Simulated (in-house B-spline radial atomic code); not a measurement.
**Zr¹⁰⁺: excited configurations**

Aim: the energies of several excited configurations of Zr¹⁰⁺ above a reference configuration, each from its own self-consistent run.

Program: in-house B-spline radial atomic code version 1. Level of theory: non-relativistic Hartree-Fock, average of configuration, point nucleus, basis-set limit. These are calculated values, not measurements, unless marked.

## Step 1: The atom as given

* element: zirconium (Z = 40)
* charge: +10
* electrons: 30
* configuration: [Ar] 3d10 4s2
* Hamiltonian: non-relativistic
* nucleus: point

The outer shells:

[Ar] 3d10 4s2
```
[Ar] core
3d [↑↓][↑↓][↑↓][↑↓][↑↓]
4s [↑↓]
```

Settings of the run:

```ini
Z = 40
electrons = 30.0
configuration = [Ar] 3d10 4s2
hamiltonian = nr
method = hf
spin_polarised = False
```

From the earlier run of the reference: total energy -3509.127065 hartree. Levels, eight at most:

```
orbital  occupation  energy (eV)  <r> (bohr)
     1s           2     -17891.8     0.03813
     2s           2     -2667.46      0.1669
     2p           6     -2452.84      0.1437
     3s           2      -611.66      0.4639
     3p           6      -528.49      0.4620
     3d          10      -379.77      0.4431
     4s           2      -209.17       1.106
```

## Step 2: Run with [Ne] 3s2 3p5 3d9 4s2 4p1 4f1

Settings of the run:

```ini
Z = 40
electrons = 30.0
configuration = [Ne] 3s2 3p5 3d9 4s2 4p1 4f1
hamiltonian = nr
method = hf
spin_polarised = False
```

## Step 3: Configuration [Ar] 3d8 4s2 4p1 5f1

Settings of the run:

```ini
Z = 40
electrons = 30.0
configuration = [Ar] 3d8 4s2 4p1 5f1
hamiltonian = nr
method = hf
spin_polarised = False
```

## Step 4: Configuration [Ne] 3s2 3p5 3d9 4s2 5s1 6d1

Settings of the run:

```ini
Z = 40
electrons = 30.0
configuration = [Ne] 3s2 3p5 3d9 4s2 5s1 6d1
hamiltonian = nr
method = hf
spin_polarised = False
```

## Step 5: Configuration [Ar] 3d9 4s1 4f1 6d1

Settings of the run:

```ini
Z = 40
electrons = 30.0
configuration = [Ar] 3d9 4s1 4f1 6d1
hamiltonian = nr
method = hf
spin_polarised = False
```

## Step 6: [Ne] 3s2 3p5 3d10 4s1 4d2

Settings of the run:

```ini
Z = 40
electrons = 30.0
configuration = [Ne] 3s2 3p5 3d10 4s1 4d2
hamiltonian = nr
method = hf
spin_polarised = False
```

**Question.** How far above the reference does each configuration lie (order and size, in eV)?

The runs gave:

| net move | configuration | energy above the reference (eV) | largest <r> (bohr) |
| --- | --- | --- | --- |
| 3d, 4s → 4f, 6d | [Ar] 3d9 4s1 4f1 6d1 | 423.30 | 3.66 |
| 3p, 4s → 2×4d | [Ne] 3s2 3p5 3d10 4s1 4d2 | 437.51 | 1.25 |
| 2×3d → 4p, 5f | [Ar] 3d8 4s2 4p1 5f1 | 505.19 | 2.56 |
| 3d, 3p → 4f, 4p | [Ne] 3s2 3p5 3d9 4s2 4p1 4f1 | 610.03 | 1.37 |
| 3d, 3p → 5s, 6d | [Ne] 3s2 3p5 3d9 4s2 5s1 6d1 | 753.88 | 3.58 |

What this shows: The energies run from 423.30 eV (3d, 4s → 4f, 6d) to 753.88 eV (3d, 3p → 5s, 6d). Koopmans' estimate of the ionisation threshold is 209.17 eV; 5 configurations exceed it by over 2 % and could autoionise. Two partly filled shells share a symmetry and can mix in the average, which may lower the energy, for: 3d, 4s → 4f, 6d; 3d, 3p → 4f, 4p; 3d, 3p → 5s, 6d. These are averages over configurations, without correlation, not spectroscopic levels.
